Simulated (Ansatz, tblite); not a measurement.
# Al13P13 zinc blende off sphere (Al₁₃P₁₃H₃₄): a ladder of methods and basis sets

How do method and basis change the picture of Al13P13 zinc blende off sphere (Al₁₃P₁₃H₃₄) (singlet)?

Computed with Ansatz 0.2.0, Gaussian basis. Level: as each input shows.

Plan: GFN1-xTB, GFN2-xTB, PBE-D4/def2-SVP, r2SCAN-D4/def2-SVP.

1 further run of the same task is left out (set aside as unsound or not needed). Runs told in other sessions of the task aren't counted.

## (1) The structure

The singlet was relaxed beforehand with r2SCAN-D4/def2-SVP.

60 atoms, charge 0, spin multiplicity 1.

Bond lengths: Al1–P14 2.421 Å, Al1–P16 2.458 Å, Al1–H27 1.591 Å, Al1–H28 1.591 Å, Al2–P15 2.449 Å, Al2–P17 2.425 Å, Al2–H29 1.616 Å, Al2–H30 1.585 Å, Al3–P14 2.424 Å, Al3–P19 2.479 Å, Al3–H31 1.598 Å, Al3–H32 1.586 Å, Al4–P18 2.438 Å, Al4–P20 2.435 Å, Al4–H33 1.590 Å, Al4–H34 1.603 Å, Al5–P15 2.386 Å, Al5–P21 2.465 Å and more. Angles: P14–Al1–P16 94.3°, P14–Al1–H27 110.9°, P14–Al1–H28 111.7°, P16–Al1–H27 109.1°, P16–Al1–H28 103.7°, H27–Al1–H28 123.0°, P15–Al2–P17 102.9°, P15–Al2–H29 94.7°, P15–Al2–H30 117.5°, P17–Al2–H29 101.4°, P17–Al2–H30 116.5°, H29–Al2–H30 120.2°, P14–Al3–P19 103.0°, P14–Al3–H31 106.2°, P14–Al3–H32 113.4°, P19–Al3–H31 100.3°, P19–Al3–H32 108.4°, H31–Al3–H32 123.0° and more.

PBE0-D4/def2-SVP was run before; its log isn't repeated, and its numbers join the tables.

## (2) GFN1-xTB

Tight binding, by tblite at 300 K electronic temperature and without a spin-polarisation term:

```python
tblite.interface.Calculator('GFN1-xTB', numbers, positions, charge=0, uhf=0).singlepoint()
```

Energy -1904.3767 eV, HOMO -10.21 eV, LUMO -6.68 eV; 0.73 s.

## (3) GFN2-xTB

Tight binding, by tblite at 300 K electronic temperature and without a spin-polarisation term:

```python
tblite.interface.Calculator('GFN2-xTB', numbers, positions, charge=0, uhf=0).singlepoint()
```

Energy -1753.3954 eV, HOMO -10.24 eV, LUMO -7.32 eV; 0.76 s.

## (4) PBE-D4/def2-SVP

start.molden holds the orbitals of an earlier run on this state, given as this run's starting guess.

File in.yaml:

```yaml
crystal:
  periodic: [false, false, false]
  atoms:
    - {symbol: Al, position_ang: [-4.351134, -1.210162, 1.780406]}
    - {symbol: Al, position_ang: [-3.939980, 2.191837, -1.054248]}
    - {symbol: Al, position_ang: [-1.738113, -3.958324, 2.502574]}
    - {symbol: Al, position_ang: [1.481726, -4.088737, -0.835277]}
    - {symbol: Al, position_ang: [-1.724160, 1.664501, -3.547249]}
    - {symbol: Al, position_ang: [1.361635, -1.369749, -3.726534]}
    - {symbol: Al, position_ang: [-1.399310, -1.277712, -0.775585]}
    - {symbol: Al, position_ang: [-1.109170, 1.535277, 2.016827]}
    - {symbol: Al, position_ang: [1.607770, -1.259469, 1.599138]}
    - {symbol: Al, position_ang: [1.278565, 1.492555, -1.009576]}
    - {symbol: Al, position_ang: [-1.086459, 4.582571, -0.579810]}
    - {symbol: Al, position_ang: [4.405522, -0.779664, -0.955424]}
    - {symbol: Al, position_ang: [3.752717, 2.414085, 2.510952]}
    - {symbol: P, position_ang: [-2.666745, -2.593683, 0.727664]}
    - {symbol: P, position_ang: [-2.789882, 0.230408, -1.965257]}
    - {symbol: P, position_ang: [-2.727861, 0.094799, 3.086621]}
    - {symbol: P, position_ang: [-2.407356, 2.971542, 0.655980]}
    - {symbol: P, position_ang: [0.066631, -2.581205, -2.127463]}
    - {symbol: P, position_ang: [0.451874, -2.882791, 2.943368]}
    - {symbol: P, position_ang: [2.992920, -2.429969, 0.110154]}
    - {symbol: P, position_ang: [-0.192730, 0.159835, -4.757910]}
    - {symbol: P, position_ang: [-0.211170, 2.922009, -2.169245]}
    - {symbol: P, position_ang: [2.650397, 0.123999, -2.373306]}
    - {symbol: P, position_ang: [0.057517, 0.112972, 0.481549]}
    - {symbol: P, position_ang: [2.890287, 0.170944, 3.046062]}
    - {symbol: P, position_ang: [2.784987, 2.847417, 0.305635]}
    - {symbol: H, position_ang: [-5.249329, -2.068407, 2.773872]}
    - {symbol: H, position_ang: [-4.957464, -0.146858, 0.763641]}
    - {symbol: H, position_ang: [-3.555503, 3.156646, -2.292488]}
    - {symbol: H, position_ang: [-5.453707, 2.016902, -0.619515]}
    - {symbol: H, position_ang: [-2.526418, -3.557490, 3.832969]}
    - {symbol: H, position_ang: [-1.478235, -5.462242, 2.071832]}
    - {symbol: H, position_ang: [2.221784, -5.096987, -1.817001]}
    - {symbol: H, position_ang: [0.634863, -4.587067, 0.430979]}
    - {symbol: H, position_ang: [-2.550346, 2.372720, -4.695243]}
    - {symbol: H, position_ang: [2.170668, -2.247749, -4.769691]}
    - {symbol: H, position_ang: [-0.081766, 2.191924, 3.045702]}
    - {symbol: H, position_ang: [-2.015636, 5.636877, -1.322830]}
    - {symbol: H, position_ang: [0.187488, 5.069996, 0.261725]}
    - {symbol: H, position_ang: [5.597668, -1.411710, -1.793590]}
    - {symbol: H, position_ang: [4.665564, 0.349222, 0.162619]}
    - {symbol: H, position_ang: [5.327440, 2.285105, 2.359515]}
    - {symbol: H, position_ang: [3.018764, 3.391897, 3.526745]}
    - {symbol: H, position_ang: [-3.374668, -3.499049, -0.113490]}
    - {symbol: H, position_ang: [-3.740199, -0.525523, -2.707543]}
    - {symbol: H, position_ang: [-3.423581, 0.932194, 4.001425]}
    - {symbol: H, position_ang: [-2.071688, -0.738731, 4.035430]}
    - {symbol: H, position_ang: [-3.186563, 3.738992, 1.568369]}
    - {symbol: H, position_ang: [-0.763493, -3.435283, -2.909365]}
    - {symbol: H, position_ang: [1.427241, -3.881433, 3.200213]}
    - {symbol: H, position_ang: [0.391622, -2.318008, 4.248148]}
    - {symbol: H, position_ang: [3.814269, -3.153189, 1.024449]}
    - {symbol: H, position_ang: [-0.989456, -0.591573, -5.665502]}
    - {symbol: H, position_ang: [0.540287, 0.908521, -5.720237]}
    - {symbol: H, position_ang: [0.651100, 3.599228, -3.079926]}
    - {symbol: H, position_ang: [3.253445, 1.043869, -3.279332]}
    - {symbol: H, position_ang: [2.140777, 0.279383, 4.248848]}
    - {symbol: H, position_ang: [3.961241, -0.627326, 3.531959]}
    - {symbol: H, position_ang: [2.127741, 4.107585, 0.381885]}
    - {symbol: H, position_ang: [3.847606, 3.184250, -0.574618]}
basis:
  gaussian: {orbitals: def2-SVP, fitting: {mean_field: def2-universal-jkfit}, initial_orbitals: start.molden}
hamiltonian: {xc: pbe, dispersion: d4}
scf: {omitted_lower_state_checks: [starts]}
output: {forces: true, orbitals: {seedname: orbitals}}
```

The run is started by

```
$ ansatz run in.yaml --threads 4 --pin off --events-out ev --progress --plain --max-ram 46080MiB --backend cuda --devices 0, --max-vram 37GiB
```

After this run come: r2SCAN-D4/def2-SVP.

Q: Predict the results of all the runs planned. Wanted: gap in def2-SVP, named functionals, smallest and largest; binding an atom, functionals in def2-SVP.

**Answer**, as computed:

```
                                                quantity                                  value
gap in def2-SVP, named functionals, smallest and largest    3.77 eV (PBE-D4), 5.56 eV (PBE0-D4)
                binding an atom, functionals in def2-SVP  2.97 (PBE0-D4) to 2.99 eV (r2SCAN-D4)
```

What this shows: Over the named functionals in def2-SVP the gap runs from 3.77 eV (PBE-D4) to 5.56 eV (PBE0-D4); exact exchange widens it.
